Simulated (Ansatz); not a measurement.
# Ta6F: the cost of one run

Program: Ansatz 0.2.0. Level of theory: DFT LDA, scalar-relativistic, plane waves, PAW. These are calculated values, not measurements.

24 further runs of the same task are left out: 1 that didn't finish, 23 set aside as unsound or not needed. Runs told in other sessions of the task aren't counted.

## (1) The structure to begin with

The structure is monoclinic, space group Cm (No. 8). Conventional cell: a = 7.968 Å, b = 4.600 Å, c = 21.402 Å, α = 90.00°, β = 90.00°, γ = 90.00°. Ta (site symmetry m) is surrounded by 4 Ta at 2.76 to 2.82 Å. Ta (site symmetry m) is surrounded by 7 Ta at 2.64 to 2.82 Å. Ta (site symmetry m) is surrounded by 7 Ta at 2.52 to 2.82 Å. Ta (site symmetry m) is surrounded by 13 Ta at 2.76 to 3.22 Å. Ta (site symmetry m) has 1 F at 2.30 Å in its first shell of neighbours. Ta (site symmetry m) has 1 F at 2.20 Å and 1 Ta at 2.52 Å in its first shell of neighbours. F (site symmetry m) has 2 Ta at 2.20 to 2.30 Å in its first shell of neighbours.

As a file:

```xyz
7
Lattice="4.6002 0.0000 0.0000 -2.3001 3.9839 0.0000 0.0000 0.0000 21.4018" Properties=species:S:1:pos:R:3 pbc="T T T"
Ta    2.3001    1.3280    4.0000
Ta    0.0000    2.6559    4.9390
Ta    0.0000    0.0000    5.8780
Ta    2.3001    1.3280    6.7582
Ta    0.0000    2.6559    7.5839
Ta    0.0000    0.0000    8.4018
F     1.5334   -0.8853    9.7018
```

This is the geometry of the first run shown, built on a cell relaxed beforehand with the same method.

## (2) Plan of the line

Atoms count from 1 in the order of the input.

F is moved along a line over the surface and along the normal, above a rigid substrate.

First coordinate, position of F7 along the long diagonal of the hexagonal surface cell, from above Ta6: 9 values from 0.00 to 7.08 Å, periodic. Second coordinate, height of F7 above the plane of Ta6: 8 values from 0.17 to 4.03 Å.

Nothing else is relaxed. Points are written as (first, second).

## (3) Grid point (1.77 Å, 1.30 Å)

A dipole layer in the vacuum cancels the field that periodic copies would set up if the slab's two faces differ.

input.yaml

```yaml
crystal:
  lattice:
    - [4.6002247516, 0.0, 0.0]
    - [-2.3001123758, 3.983911498, 0.0]
    - [0.0, 0.0, 21.4017722141]
  atoms:
    - { symbol: Ta, position: [0.6666666667, 0.3333333333, 0.1869004099] }
    - { symbol: Ta, position: [0.3333333333, 0.6666666667, 0.2307760729] }
    - { symbol: Ta, position: [0.0, 0.0, 0.274651736] }
    - { symbol: Ta, position: [0.6666666667, 0.3333333333, 0.3157775353] }
    - { symbol: Ta, position: [0.3333333333, 0.6666666667, 0.3543568624] }
    - { symbol: Ta, position: [0.0, 0.0, 0.3925736677] }
    - { symbol: F, position: [0.2222222222, -0.2222222222, 0.453316301], spin: 1.0 }
basis:
  ecutwfc: 420
kpoints:
  mp_grid: { grid: [6, 6, 1] }
hamiltonian:
  xc: lda
  pseudopotentials: { kind: paw, azcp: { folder: soft_1 } }
scf:
  occupations: { method: gaussian, width: 0.1 }
output:
  forces: true
  eigenvalues: true
  populations: true
magnetization:
  spin_polarized: true
efield:
  axis: 3
  dipole_correction: true
  ramp_width: 0.04
```

The run is started by

```
ansatz run input.yaml --threads 2 --pin off --max-ram 6144MiB --backend cpu --events-out ev --progress --plain --runs-dir out
```

Q: Estimate wall time and peak memory on 2 threads of Arm Neoverse N1, shared host.

About 88 s, with a peak of 0.74 GiB.
